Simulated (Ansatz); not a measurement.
# GePH3+ (quartet): the correlation ladder, cc-pVDZ

An exercise on one series of results from a longer session: the logs are not shown, and one member is left open.

Computed with Ansatz 0.2.0, Gaussian basis. Level: cc-pVDZ, core rule «outside noble gas», up to 19 orbitals frozen.

The runs, in order: UHF; CCSD(T) on ROHF; CCSD(T) on UHF; BCCD(T) on ROHF; CISD; CCSDT(Q) on ROHF; CCSDT(Q) on UHF; CASSCF and MRCISD+Q, 11 electrons in 11 orbitals; CASSCF and NEVPT2, 11 electrons in 11 orbitals.

28 further runs of the same task are left out: 13 that didn't finish, 15 set aside as unsound or not needed.

### The system

The geometry is a PBE0/def2-TZVP stationary point (not a proven minimum) of the parent state, kept for this charge and spin. No spin-orbit coupling is included. The filled d shell of Ge may be among the frozen orbitals whatever the setting's name suggests; the logs give the count.

5 atoms, charge 1, spin multiplicity 4.

Atoms are counted from 1 here; the program's logs count them from 0.

Bond lengths: Ge1–P2 2.301 Å, Ge1–H3 1.555 Å, P2–H4 1.419 Å, P2–H5 1.419 Å. Angles: P2–Ge1–H3 114.3°, Ge1–P2–H4 99.5°, Ge1–P2–H5 99.5°, H4–P2–H5 94.2°.

The first run:

Input file in.yaml:

```yaml
crystal:
  periodic: [false, false, false]
  atoms:
    - {symbol: Ge, position_ang: [0.000000, 0.059201, 0.707611]}
    - {symbol: P, position_ang: [0.000000, -0.146566, -1.583698]}
    - {symbol: H, position_ang: [0.000000, -1.295377, 1.470772]}
    - {symbol: H, position_ang: [1.039454, 0.766426, -1.900032]}
    - {symbol: H, position_ang: [-1.039454, 0.766426, -1.900032]}
basis:
  gaussian: {orbitals: cc-pVDZ}
total_charge: 1
magnetization: {spin_polarized: true, initial_magnetization: 3}
hamiltonian: {xc: hf}
output: {orbitals: {seedname: orbitals}}
```

Run with:

```console
ansatz run in.yaml --threads 1 --pin off --events-out ev --progress --plain --max-ram 2393MiB
```

Steps of the session up to this table: UHF; CCSD(T) on ROHF; CCSD(T) on UHF; BCCD(T) on ROHF; CISD; CCSDT(Q) on ROHF; CCSDT(Q) on UHF; CASSCF and MRCISD+Q, 11 electrons in 11 orbitals; CASSCF and NEVPT2, 11 electrons in 11 orbitals.

One table of the session follows, with a row left open; its other results are not shown here.

| method | from UCCSDT(Q) (kcal/mol) |
| --- | --- |
| ROHF | +128.84 |
| UHF | +126.07 |
| RMP2 | +29.00 |
| UMP2 | +28.56 |
| CISD | +13.56 |
| RCCSD | +4.76 |
| UCCSD | +4.41 |
| RCCSD(T) | +1.28 |
| UCCSD(T) | +0.98 |
| BCCD(T) | +1.26 |
| RCCSDT | +0.45 |
| UCCSDT | +0.15 |
| RCCSDT(Q) | +0.31 |
| UCCSDT(Q) | 0 |
| CASSCF valence | ? |
| NEVPT2 valence | +23.83 |
| MRCISD valence | +6.97 |
| MRCISD+Q valence | +1.30 |

Estimate the missing values for CASSCF valence.

**Answer.** from UCCSDT(Q) (kcal/mol): +86.53. In the column «from UCCSDT(Q) (kcal/mol)» it lies between RMP2 (+29.00) and UHF (+126.07).

Among the levels timed on like hardware and quicker than the yardstick, those that no quicker one beats, quickest first: RCCSD(T) (7 s, +1.28 kcal/mol); UCCSD(T) (7.5 s, +0.98 kcal/mol).

Limits of these values: Of the multireference levels listed MRCISD+Q valence comes nearest in total energy (+1.30 kcal/mol), which doesn't show that its space is the better one. Restricted and unrestricted rows rest on different reference determinants; where their highest levels disagree by more than a few hundredths of an eV, they describe different states and don't form one ladder.
